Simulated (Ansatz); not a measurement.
# F2GeHS radical: small, medium and large basis sets

An exercise on one series of results from a longer session: the logs are not shown, and one member is left open.

The runs use Ansatz 0.2.0, Gaussian basis; one geometry, several basis sets.

Levels to be run: PBE0-D4/def2-SVP; ωB97M-V/def2-SVP; PBE0-D4/def2-QZVPP; ωB97M-V/def2-QZVPP; the functionals' def2-TZVPP values are taken from earlier runs.

## The geometry

All runs share one geometry, relaxed beforehand with PBE0-D4 in a triple-zeta def2 set.

5 atoms, charge 0, spin multiplicity 2.

Atoms are counted from 1 here; the program's logs count them from 0.

Bond lengths: F1–Ge2 1.736 Å, Ge2–F3 1.732 Å, Ge2–S4 2.229 Å, S4–H5 1.345 Å. Angles: F1–Ge2–F3 104.2°, F1–Ge2–S4 110.5°, F3–Ge2–S4 105.2°, Ge2–S4–H5 91.4°.

The first run:

File in.yaml:

```yaml
crystal:
  periodic: [false, false, false]
  atoms:
    - {symbol: F, position_ang: [0.701894, 0.308426, 1.646319]}
    - {symbol: Ge, position_ang: [0.001687, -0.672784, 0.396392]}
    - {symbol: F, position_ang: [1.319598, -1.642417, -0.170641]}
    - {symbol: S, position_ang: [-0.588482, 0.587662, -1.344534]}
    - {symbol: H, position_ang: [-1.384796, 1.345413, -0.569036]}
basis:
  gaussian: {orbitals: def2-SVP}
magnetization: {spin_polarized: true, initial_magnetization: 1}
hamiltonian: {xc: pbe0, dispersion: d4}
output: {orbitals: {seedname: orbitals}}
```

Started as:

```bash
ansatz run in.yaml --threads 4 --pin off --events-out ev --progress --plain --max-ram 10444MiB
```

Among the steps run: PBE0-D4 in def2-SVP; ωB97M-V in def2-SVP; PBE0-D4 in def2-QZVPP; ωB97M-V in def2-QZVPP.

One of the session's tables, all rows but one given; the rest of the session is left out.

It belongs to the step «Density functionals: the series». 

```
functional       basis  HOMO (eV)  LUMO (eV)
   PBE0-D4    def2-SVP          ?          ?
   PBE0-D4  def2-TZVPP      -7.48      -4.23
   PBE0-D4  def2-QZVPP      -7.52      -4.29
   ωB97M-V    def2-SVP      -9.31      -2.25
   ωB97M-V  def2-TZVPP      -9.44      -2.40
   ωB97M-V  def2-QZVPP      -9.51      -2.50
```

Estimate the missing values for PBE0-D4, def2-SVP.

**Answer.** HOMO (eV): -7.36; LUMO (eV): -4.15. In the column «HOMO (eV)» it is the highest.
